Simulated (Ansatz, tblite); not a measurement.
# Cis-NiCl2(PH3)2 (Cl2H6NiP2): one state, many levels

An exercise on one series of results from a longer session: the logs are not shown, and one member is left open.

Computed with Ansatz 0.2.0, Gaussian basis. Level: as each input shows.

Plan: GFN1-xTB, GFN2-xTB, PBE-D4/def2-TZVP, r2SCAN-D4/def2-TZVP, BHLYP-D4/def2-TZVP, r2SCANh-D4/def2-TZVP, B97M-V/def2-TZVP, PBE-QIDH/def2-TZVP, HF/def2-TZVP, PBE+10HF/def2-SVP, PBE+15HF/def2-SVP, PBE+40HF/def2-SVP, PBE-D4/def2-SVP, PBE0-D4/def2-SVP, HF/STO-3G, CCSD(T)/def2-SVP, MP2/def2-TZVP, RPA/def2-TZVP.

## The relaxed structure

The geometry is that of the singlet, from an earlier relaxation (B3LYP-D4/def2-SVP).

11 atoms, charge 0, spin multiplicity 1.

Bond lengths: Ni1–Cl2 2.196 Å, Ni1–Cl3 2.196 Å, Ni1–P4 2.174 Å, Ni1–P8 2.174 Å, P4–H5 1.430 Å, P4–H6 1.413 Å, P4–H7 1.413 Å, P8–H9 1.413 Å, P8–H10 1.413 Å, P8–H11 1.430 Å. Angles: Cl2–Ni1–Cl3 97.3°, Cl2–Ni1–P4 178.2°, Cl2–Ni1–P8 80.8°, Cl3–Ni1–P4 80.8°, Cl3–Ni1–P8 178.2°, P4–Ni1–P8 101.0°, Ni1–P4–H5 122.2°, Ni1–P4–H6 116.2°, Ni1–P4–H7 116.2°, H5–P4–H6 98.8°, H5–P4–H7 98.8°, H6–P4–H7 100.7°, Ni1–P8–H9 116.2°, Ni1–P8–H10 116.2°, Ni1–P8–H11 122.2°, H9–P8–H10 100.7°, H9–P8–H11 98.8°, H10–P8–H11 98.8°.

Formally the metal is d8. No spin-orbit coupling is included.

PBE0-D4/def2-TZVP was run before; its log isn't repeated, and its numbers join the tables.

Set-up of the first run:

Tight binding, by tblite at 300 K electronic temperature and without a spin-polarisation term:

```python
tblite.interface.Calculator('GFN1-xTB', numbers, positions, charge=0, uhf=0).singlepoint()
```

Tight binding, by tblite at 300 K electronic temperature and without a spin-polarisation term:

```python
tblite.interface.Calculator('GFN2-xTB', numbers, positions, charge=0, uhf=0).singlepoint()
```

start.molden holds the orbitals of an earlier run on this state, given as this run's starting guess.

File in.yaml:

```yaml
crystal:
  periodic: [false, false, false]
  atoms:
    - {symbol: Ni, position_ang: [0.679247, 0.681181, -0.014683]}
    - {symbol: Cl, position_ang: [2.870912, 0.543522, -0.052340]}
    - {symbol: Cl, position_ang: [0.535693, 2.872781, -0.021243]}
    - {symbol: P, position_ang: [-1.484575, 0.886464, 0.022413]}
    - {symbol: H, position_ang: [-2.357798, -0.245540, 0.041672]}
    - {symbol: H, position_ang: [-2.063934, 1.588508, -1.057898]}
    - {symbol: H, position_ang: [-2.025664, 1.595868, 1.117687]}
    - {symbol: P, position_ang: [0.890338, -1.482394, -0.009605]}
    - {symbol: H, position_ang: [1.616905, -2.036467, 1.067761]}
    - {symbol: H, position_ang: [1.578015, -2.045143, -1.107811]}
    - {symbol: H, position_ang: [-0.239138, -2.358779, 0.014037]}
basis:
  gaussian: {orbitals: def2-TZVP, initial_orbitals: start.molden}
hamiltonian: {xc: pbe, dispersion: d4}
scf: {omitted_lower_state_checks: [starts]}
output: {forces: true, orbitals: {seedname: orbitals}}
```

Run with:

```sh
> ansatz run in.yaml --threads 4 --pin off --events-out ev --progress --plain --max-ram 8704MiB
```

Among the steps run: PBE-D4/def2-TZVP; r2SCAN-D4/def2-TZVP; BHLYP-D4/def2-TZVP; r2SCANh-D4/def2-TZVP; B97M-V/def2-TZVP; PBE-QIDH/def2-TZVP; HF/def2-TZVP; PBE+10HF/def2-SVP; PBE+15HF/def2-SVP; PBE+40HF/def2-SVP; PBE-D4/def2-SVP; PBE0-D4/def2-SVP; HF/STO-3G; CCSD(T)/def2-SVP; MP2/def2-TZVP; RPA/def2-TZVP.

One table of the session follows, with a row left open; its other results are not shown here.

It belongs to the step «Binding energy». 

| level | binding an atom (eV) |
| --- | --- |
| HF/def2-SVP | 1.584 |
| HF/def2-TZVP | 1.624 |
| PBE-D4/def2-SVP | 2.840 |
| PBE-D4/def2-TZVP | 2.824 |
| r2SCAN-D4/def2-TZVP | 2.800 |
| B97M-V/def2-TZVP | 2.777 |
| r2SCANh-D4/def2-TZVP | 2.751 |
| PBE0-D4/def2-SVP | 2.692 |
| PBE0-D4/def2-TZVP | 2.699 |
| BHLYP-D4/def2-TZVP | 2.596 |
| MP2/def2-SVP | 2.387 |
| MP2/def2-TZVP | 2.567 |
| CCSD/def2-SVP | ? |
| CCSD(T)/def2-SVP | 2.442 |

Estimate the missing values for CCSD/def2-SVP.

**Answer.** binding an atom (eV): 2.378. In the column «binding an atom (eV)» it lies between HF/def2-TZVP (1.624) and MP2/def2-SVP (2.387).

Caveats from the session: Free atoms were run apart at each level; binding is atoms less cluster, divided by the number of atoms, without zero-point or spin-orbit terms.
